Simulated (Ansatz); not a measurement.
**ClFH2HfOSe: small, medium and large basis sets**

The task here is to estimate one member of a computed series from the others.

The runs use Ansatz 0.2.0, Gaussian basis; one geometry, several basis sets.

Plan: PBE0-D4/def2-SVP; ωB97M-V/def2-SVP; PBE0-D4/def2-QZVPP; ωB97M-V/def2-QZVPP; the functionals' def2-TZVPP values are taken from earlier runs.

## Structure used throughout

An earlier PBE0-D4 in a triple-zeta def2 set relaxation fixed the geometry. Hf takes the def2 core potential; no spin-orbit term is included.

SMILES `[OH][Hf]([F])([Cl])[SeH]`, 7 atoms, charge 0, spin multiplicity 1.

Atoms are counted from 1 here; the program's logs count them from 0.

Bond lengths: O1–Hf2 1.891 Å, O1–H6 0.952 Å, Hf2–F3 1.894 Å, Hf2–Cl4 2.348 Å, Hf2–Se5 2.583 Å, Se5–H7 1.472 Å. Angles: Hf2–O1–H6 169.1°, O1–Hf2–F3 112.1°, O1–Hf2–Cl4 110.0°, O1–Hf2–Se5 107.7°, F3–Hf2–Cl4 108.4°, F3–Hf2–Se5 107.4°, Cl4–Hf2–Se5 111.1°, Hf2–Se5–H7 88.3°.

The first run:

in.yaml

```yaml
crystal:
  periodic: [false, false, false]
  atoms:
    - {symbol: O, position_ang: [-0.890939, 0.374274, 1.190928]}
    - {symbol: Hf, position_ang: [0.213299, -0.601482, 0.006144]}
    - {symbol: F, position_ang: [1.556327, -1.575417, 0.920307]}
    - {symbol: Cl, position_ang: [-1.083721, -2.113503, -1.236896]}
    - {symbol: Se, position_ang: [1.402009, 1.093884, -1.537645]}
    - {symbol: H, position_ang: [-1.436082, 0.718763, 1.891847]}
    - {symbol: H, position_ang: [0.300306, 2.035481, -1.280287]}
basis:
  gaussian: {orbitals: def2-SVP}
hamiltonian: {xc: pbe0, dispersion: d4}
output: {orbitals: {seedname: orbitals}}
```

The run is started by

```
$ ansatz run in.yaml --threads 4 --pin off --events-out ev --progress --plain --max-ram 10444MiB
```

Among the steps run: PBE0-D4 in def2-SVP; ωB97M-V in def2-SVP; PBE0-D4 in def2-QZVPP; ωB97M-V in def2-QZVPP.

One table of the session follows, with a row left open; its other results are not shown here.

It belongs to the step «Density functionals: the series». 

| functional | basis | HOMO (eV) |
| --- | --- | --- |
| PBE0-D4 | def2-SVP | -7.32 |
| PBE0-D4 | def2-TZVPP | -7.38 |
| PBE0-D4 | def2-QZVPP | -7.40 |
| ωB97M-V | def2-SVP | ? |
| ωB97M-V | def2-TZVPP | -9.47 |
| ωB97M-V | def2-QZVPP | -9.50 |

Q: Estimate the row for ωB97M-V, def2-SVP from the others.

The run gave: HOMO (eV): -9.39. In the column «HOMO (eV)» it lies between ωB97M-V, def2-TZVPP (-9.47) and PBE0-D4, def2-QZVPP (-7.40).
